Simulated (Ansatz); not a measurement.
## C₂H₆Ge, SMILES C[CH2][GeH]: a geometry optimisation, step by step

With the Python package of Ansatz (0.2.0).

At the Python prompt:
```pycon
>>> import ansatz as az
>>> import numpy as np
>>> geometry_ang = [
...     ('C', [-0.5385, 0.4979, -0.5597]),
...     ('C', [0.2934, -0.6472, -0.2205]),
...     ('Ge', [1.4323, -0.2018, 1.2638]),
...     ('H', [-1.1711, 0.2872, -1.4287]),
...     ('H', [0.0403, 1.4068, -0.8787]),
...     ('H', [-1.2226, 0.8342, 0.2955]),
...     ('H', [0.9471, -0.9173, -1.0924]),
...     ('H', [-0.298, -1.4954, 0.0526]),
...     ('H', [0.6056, 0.1893, 2.551]),
... ]
>>> molecule = az.Crystal.molecule()
>>> for symbol, xyz in geometry_ang:
...     molecule = molecule.atom(symbol, xyz)
...
>>> job = molecule.calculation().basis(gaussian='def2-SVP').correlation('mp2')
>>> symbols = [site.symbol for site in molecule.cartesian_sites]
>>> start = np.array([site.position_ang for site in molecule.cartesian_sites], dtype=float)
>>> rep = job.relax(force_tolerance=0.01).run(threads=1).report

>>> end = np.array(rep['positions_ang'])
>>> for key in ('converged', 'free_energy_ev', 'reference_energy_ev', 'n_frozen', 'n_occupied', 'n_virtual'):
...     print(f'{key:22s} {rep[key]}')
...
converged              True
free_energy_ev         -58633.28928403435
reference_energy_ev    -58619.54883944487
n_frozen               11
n_occupied             [14, 14]
n_virtual              [65, 65]
>>> print('bond        before    after (A)')
bond        before    after (A)
>>> for i, j in [(0, 1), (0, 3), (0, 4), (0, 5), (1, 2), (1, 6), (1, 7), (2, 8)]:
...     d0, d1 = (np.linalg.norm(xyz[i] - xyz[j]) for xyz in (start, end))
...     print(f'{symbols[i]}{i}-{symbols[j]}{j}'.ljust(10), f'{d0:8.4f} {d1:8.4f}')
...
C0-C1        1.4555   1.5286
C0-H3        1.0953   1.1010
C0-H4        1.1238   1.1004
C0-H5        1.1456   1.0994
C1-Ge2       1.9232   1.9937
C1-H6        1.1227   1.1018
C1-H7        1.0695   1.1111
Ge2-H8       1.5790   1.5808
>>> for i, j, k in [(1, 0, 3), (1, 0, 4), (1, 0, 5), (3, 0, 4), (3, 0, 5), (4, 0, 5), (0, 1, 2), (0, 1, 6)]:
...     u, v = end[i] - end[j], end[k] - end[j]
...     print(f'angle {symbols[i]}{i}-{symbols[j]}{j}-{symbols[k]}{k}: {np.degrees(np.arccos(np.clip(u @ v / np.linalg.norm(u) / np.linalg.norm(v), -1, 1))):.2f} deg')
...
angle C1-C0-H3: 111.76 deg
angle C1-C0-H4: 111.45 deg
angle C1-C0-H5: 111.06 deg
angle H3-C0-H4: 107.09 deg
angle H3-C0-H5: 107.95 deg
angle H4-C0-H5: 107.30 deg
angle C0-C1-Ge2: 118.65 deg
angle C0-C1-H6: 111.37 deg
>>> with open('c2h6ge_opt.xyz', 'w') as handle:
...     handle.write(f'{len(symbols)}\nrelaxed C2H6Ge\n')
...     handle.writelines(f'{s:2s} {x:11.6f} {y:11.6f} {z:11.6f}\n' for s, (x, y, z) in zip(symbols, end))
...
17
```

It writes `c2h6ge_opt.xyz`:
```text
9
relaxed C2H6Ge
C    -0.576875    0.542195   -0.542838
C     0.357735   -0.617656   -0.199699
Ge    1.556456   -0.442996    1.383768
H    -1.223610    0.304899   -1.401652
H    -0.012453    1.449989   -0.804039
H    -1.224083    0.793497    0.309537
H     0.953691   -0.925080   -1.073888
H    -0.237422   -1.514045    0.077646
H     0.495062    0.362899    2.234066
```

Total energies depend on the basis set; only differences at equal settings carry meaning. The end point is the stationary point reached from this start; no frequency run checks that it is a minimum, and the basis set is modest. Wall time of the script: 44 s on 1 thread of Arm Neoverse V2, with other jobs on the host, peak memory 0.27 GiB.

(Lines on the test bed's own set-up are left out of the output.)
